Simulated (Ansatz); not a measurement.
**Li+ with CH4S: structure and interaction energy**

One table from this session's results is given with a row withheld; the runs are named, their logs left out.

Computed with Ansatz 0.2.0, Gaussian basis. Level: PBE0-D4 structure, single points in def2-TZVPPD.

Levels: PBE-D4, revPBE-D4, BLYP-D4, r2SCAN-D4, B97M-V, PBE0-D4, B3LYP-D4, HSE06-D4, wB97X-V, wB97M-V, B2PLYP, Hartree-Fock, MP2, CCSD, CCSD(T). The reference is CCSD(T) extrapolated to the basis limit.

Correlated methods freeze the cores. The outer core shell of Li, Na, Mg and K is correlated. B3LYP uses VWN-RPA correlation. B2PLYP carries no dispersion term here.

164 further runs of the same task are left out: 1 that didn't finish, 163 set aside as unsound or not needed.

**The starting structure**

The pair, from a GFN2-xTB docking trial: 7 atoms, charge 1, spin multiplicity 1.

Atoms are counted from 1 here; the program's logs count them from 0.

Bond lengths: Li1–S3 2.392 Å, C2–S3 1.831 Å, C2–H4 1.085 Å, C2–H5 1.087 Å, C2–H6 1.086 Å, S3–H7 1.333 Å. Angles: S3–C2–H4 110.6°, S3–C2–H5 107.5°, S3–C2–H6 106.7°, H4–C2–H5 111.0°, H4–C2–H6 111.0°, H5–C2–H6 109.8°, Li1–S3–C2 115.9°, Li1–S3–H7 110.6°, C2–S3–H7 96.7°.

Geometry (Å):

```
Li    0.1529   -0.2557   -2.8184
C    -0.3738    0.3534    0.6824
S     0.2322   -0.8929   -0.5142
H     0.1915    1.2750    0.5928
H    -0.2713   -0.0721    1.6777
H    -1.4236    0.5171    0.4589
H     1.4921   -0.9248   -0.0793
```

Atoms 1 to 1 are fragment A (Li+), the rest fragment B (CH4S).

The first run:

Contents of pre/in.yaml:

```yaml
crystal:
  periodic: [false, false, false]
  atoms:
    - {symbol: Li, position_ang: [0.152900, -0.255700, -2.818400]}
    - {symbol: C, position_ang: [-0.373800, 0.353400, 0.682400]}
    - {symbol: S, position_ang: [0.232200, -0.892900, -0.514200]}
    - {symbol: H, position_ang: [0.191500, 1.275000, 0.592800]}
    - {symbol: H, position_ang: [-0.271300, -0.072100, 1.677700]}
    - {symbol: H, position_ang: [-1.423600, 0.517100, 0.458900]}
    - {symbol: H, position_ang: [1.492100, -0.924800, -0.079300]}
basis:
  gaussian: {orbitals: def2-SVP}
total_charge: 1
hamiltonian: {xc: pbe, dispersion: d4}
relax: {f_tol: 0.03, max_steps: 250}
```

On the command line:

```console
$ ansatz run in.yaml --threads 2 --pin off --events-out ev --progress --plain --max-ram 5222MiB
```

Steps of the session up to this table: A first relaxation in a small basis; Relaxation at PBE0-D4; wB97X-V/def2-TZVPPD; wB97M-V/def2-TZVPPD; B2PLYP/def2-TZVPPD; B97M-V/def2-TZVPPD; CCSD(T)/def2-TZVPPD; MP2/def2-QZVPPD; Hartree-Fock/STO-3G; SPW92/def2-SVP; wB97M-V/def2-SVP; CCSD(T)/def2-SVP; Vibrations of the pair.

One table of the session follows, with a row left open; its other results are not shown here.

| method | interaction (kJ/mol) |
| --- | --- |
| PBE-D4 | -126.56 |
| revPBE-D4 | -123.58 |
| BLYP-D4 | -125.59 |
| r2SCAN-D4 | -117.51 |
| B97M-V | -118.79 |
| PBE0-D4 | -126.53 |
| B3LYP-D4 | -126.49 |
| HSE06-D4 | -126.56 |
| wB97X-V | -122.99 |
| wB97M-V | -121.25 |
| B2PLYP | -122.22 |
| Hartree-Fock | -119.36 |
| MP2 | -115.02 |
| CCSD | ? |
| CCSD(T) | -114.69 |
| CCSD(T)/CBS | -118.54 |

Estimate the missing values for CCSD.

The run gave: interaction (kJ/mol): -115.20. In the column «interaction (kJ/mol)» it lies between r2SCAN-D4 (-117.51) and MP2 (-115.02).
